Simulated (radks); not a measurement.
# Mn³⁺ in [Ar] 3d3.5 4f0.5: an all-electron calculation

What are the levels of the manganese ion Mn3+, how large are its shells, and how does its energy divide?

The numbers are computed with radks (a radial shooting solver on a logarithmic mesh, Libxc functionals) version 1 (scalar-relativistic Kohn-Sham, PW91, spin-unpolarised, spherical densities, finite nucleus), except any that are marked as measured or tabulated.

### 1 The atom as given

* element: manganese (Z = 25)
* charge: +3
* electrons: 22
* configuration: [Ar] 3d3.5 4f0.5
* nuclear rms radius: 3.7057 fm

### 2 Self-consistent calculation

The run's settings:

```text
Z 25
configuration [Ar] 3d3.5 4f0.5 4s0 4p0 4d0 5f0
relativity scalar-relativistic
functional pw91,pw91
spin unpolarised
nucleus finite rms 3.7057 fm
c 137.035999084
```

The run is started by

```bash
python run_ks.py task.json out
```

The same process makes all the runs of this session.

Q: Predict the outcome of this run.

The runs gave:

```
                        quantity                value
                    total energy  -1155.89643 hartree
exchange-correlation share of it               4.41 %
                            −T/E               1.0111
          highest occupied level       4f, -10.702 eV
    most extended occupied level  4f, <r> = 4.67 bohr
 radius at density 0.001 e/bohr³            3.06 bohr
    maxima of the radial density                    4
```

4 principal shells are occupied and 4 maxima appear in the radial density. −T/E is 1.011: with relativity the kinetic term as defined here no longer equals −E. This is not the tabulated ground configuration, so its levels and sizes aren't those of the ground state, and no measured value stands beside it.
